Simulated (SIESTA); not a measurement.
A run of SIESTA 5.4.2:

The input GeCN2.fdf:

```
SystemName                      GeCN2
SystemLabel                     GeCN2
NumberOfSpecies                 3
NumberOfAtoms                   4
%block ChemicalSpeciesLabel
  1  32 Ge
  2   7 N
  3   6 C
%endblock ChemicalSpeciesLabel

LatticeConstant                 1.0 Ang
%block LatticeVectors
     1.7937903697     1.0356453528     4.9219572124
    -1.7937903697     1.0356453528     4.9219572124
     0.0000000000    -2.0712907056     4.9219572124
%endblock LatticeVectors
AtomicCoordinatesFormat         Fractional
%block AtomicCoordinatesAndAtomicSpecies
     0.0000000000     0.0000000000     0.0000000000  1  Ge
     0.5839044000     0.5839044000     0.5839044000  2  N
     0.4160956000     0.4160956000     0.4160956000  2  N
     0.5000000000     0.5000000000     0.5000000000  3  C
%endblock AtomicCoordinatesAndAtomicSpecies

%block kgrid.MonkhorstPack
    9   0   0  0.0
    0   9   0  0.0
    0   0   9  0.0
%endblock kgrid.MonkhorstPack
XC.Functional                   GGA
XC.Authors                      PBE
PAO.BasisSize                   DZP
PAO.EnergyShift                 0.003 Ry
Mesh.Cutoff                     800 Ry
OccupationFunction              FD
ElectronicTemperature           0.05 eV
MaxSCFIterations                120
SCF.MustConverge                false
SCF.Mixer.Method                Pulay
SCF.Mixer.Weight                0.25
SCF.Mixer.History               8
SCF.DM.Tolerance                5.0e-05
SCF.H.Tolerance                 1.0e-03 eV
WriteForces                     true
Charge.Mulliken                 end
Charge.Hirshfeld                end
Charge.Voronoi                  end
SaveRho                         true
SaveElectrostaticPotential      true
%block PAO.Basis
  Ge 4
  n=4 0 2
    5.972 0.000
  n=4 1 2
    8.196 0.000
  n=3 2 2
    3.189 0.000
  n=4 2 1
    8.196
%endblock PAO.Basis
```

Potentials or basis: PseudoDojo 0.4 standard (PBE files), DZP (energy shift 0.003 Ry; two zetas on semicore shells).

Command:

```console
$ siesta < GeCN2.fdf > GeCN2.out 2>&1
```

Hardware: 1 thread of Arm Neoverse V1, with other jobs on the host.

**Question.** How long does it take, and how much memory?

**Answer.** Run time: 3.6 min on 1 thread of Arm Neoverse V1, on a shared host, peak memory 0.77 GiB. Counts: scf iterations 11, k points 365, bands 62.
